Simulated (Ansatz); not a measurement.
**CH₅ClNNbOS: ionisation energy by level of theory**

An exercise on one series of results from a longer session: the logs are not shown, and one member is left open.

Computed with Ansatz 0.2.0, Gaussian basis. Level: unrestricted cation, the program's frozen cores in correlated methods.

Plan: UKS PBE-D4/def2-TZVPP; UKS r2SCAN-D4/def2-TZVPP; UKS PBE0-D4/def2-TZVPP; UKS B3LYP-D4/def2-TZVPP; UKS wB97X-V/def2-TZVPP; UKS wB97M-V/def2-TZVPP; UKS B2PLYP/def2-TZVPP; UHF-CCSD(T)/def2-TZVPP; UHF-MP2/def2-QZVPP; extrapolation to the limit; then −ε(HOMO) from the neutral's earlier runs with LDA (SPW92), PBE-D4, revPBE-D4, BLYP-D4, r2SCAN-D4, B97M-V, PBE0-D4, B3LYP-D4, r2SCANh-D4, r2SCAN0-D4, HSE06-D4, BHLYP-D4, CAM-B3LYP-D4, LC-ωPBE, ωB97X-V, ωB97M-V.

**The relaxed structure**

All runs share one geometry, relaxed beforehand with PBE0-D4 in a triple-zeta def2 set. Nb takes the def2 core potential; no spin-orbit term is included.

11 atoms, charge 0, spin multiplicity 1.

Atoms are counted from 1 here; the program's logs count them from 0.

Bond lengths: C1–O2 1.403 Å, C1–H7 1.093 Å, C1–H8 1.093 Å, C1–H9 1.093 Å, O2–Nb3 1.854 Å, Nb3–N4 1.950 Å, Nb3–S5 2.140 Å, Nb3–Cl6 2.308 Å, N4–H10 1.009 Å, N4–H11 1.012 Å. Angles: O2–C1–H7 109.3°, O2–C1–H8 110.5°, O2–C1–H9 109.2°, H7–C1–H8 109.4°, H7–C1–H9 109.0°, H8–C1–H9 109.4°, C1–O2–Nb3 147.4°, O2–Nb3–N4 109.4°, O2–Nb3–S5 110.1°, O2–Nb3–Cl6 108.9°, N4–Nb3–S5 106.4°, N4–Nb3–Cl6 110.7°, S5–Nb3–Cl6 111.3°, Nb3–N4–H10 125.9°, Nb3–N4–H11 123.2°, H10–N4–H11 110.9°.

Set-up of the first run:

in.yaml

```yaml
crystal:
  periodic: [false, false, false]
  atoms:
    - {symbol: C, position_ang: [-1.972098, 0.707785, 0.423082]}
    - {symbol: O, position_ang: [-0.594123, 0.465436, 0.522530]}
    - {symbol: Nb, position_ang: [1.012531, 0.198842, -0.364189]}
    - {symbol: N, position_ang: [1.689227, -1.583638, 0.045084]}
    - {symbol: S, position_ang: [0.703614, 0.255657, -2.481362]}
    - {symbol: Cl, position_ang: [2.516679, 1.815036, 0.308364]}
    - {symbol: H, position_ang: [-2.518614, -0.109635, 0.900452]}
    - {symbol: H, position_ang: [-2.273430, 0.782871, -0.625059]}
    - {symbol: H, position_ang: [-2.210810, 1.642343, 0.936776]}
    - {symbol: H, position_ang: [1.973649, -2.277451, -0.630100]}
    - {symbol: H, position_ang: [1.738775, -1.954345, 0.985022]}
basis:
  gaussian: {orbitals: def2-TZVPP}
total_charge: 1
magnetization: {spin_polarized: true, initial_magnetization: 1}
hamiltonian: {xc: pbe, dispersion: d4}
```

Among the steps run: Cation, UKS PBE-D4/def2-TZVPP; Cation, UKS r2SCAN-D4/def2-TZVPP; Cation, UKS PBE0-D4/def2-TZVPP; Cation, UKS B3LYP-D4/def2-TZVPP; Cation, UKS wB97X-V/def2-TZVPP; Cation, UKS wB97M-V/def2-TZVPP; Cation, UKS B2PLYP (frozen core)/def2-TZVPP; Cation, UHF-CCSD(T)/def2-TZVPP; Cation, UHF-MP2/def2-QZVPP.

One table of the session follows, with a row left open; its other results are not shown here.

It belongs to the step «Ionisation energies side by side». For comparison, −ε(HOMO) of the neutral from earlier runs:

| functional | −ε(HOMO) (eV) |
| --- | --- |
| LDA (SPW92) | 6.60 |
| PBE-D4 | 6.44 |
| revPBE-D4 | ? |
| BLYP-D4 | 6.26 |
| r2SCAN-D4 | 6.73 |
| B97M-V | 6.76 |
| PBE0-D4 | 7.62 |
| B3LYP-D4 | 7.36 |
| r2SCANh-D4 | 7.16 |
| r2SCAN0-D4 | 7.81 |
| HSE06-D4 | 7.23 |
| BHLYP-D4 | 8.61 |
| CAM-B3LYP-D4 | 8.85 |
| LC-ωPBE | 10.19 |
| ωB97X-V | 9.86 |
| ωB97M-V | 9.71 |

Estimate the missing values for revPBE-D4.

The run gave: −ε(HOMO) (eV): 6.38. In the column «−ε(HOMO) (eV)» it lies between BLYP-D4 (6.26) and PBE-D4 (6.44).
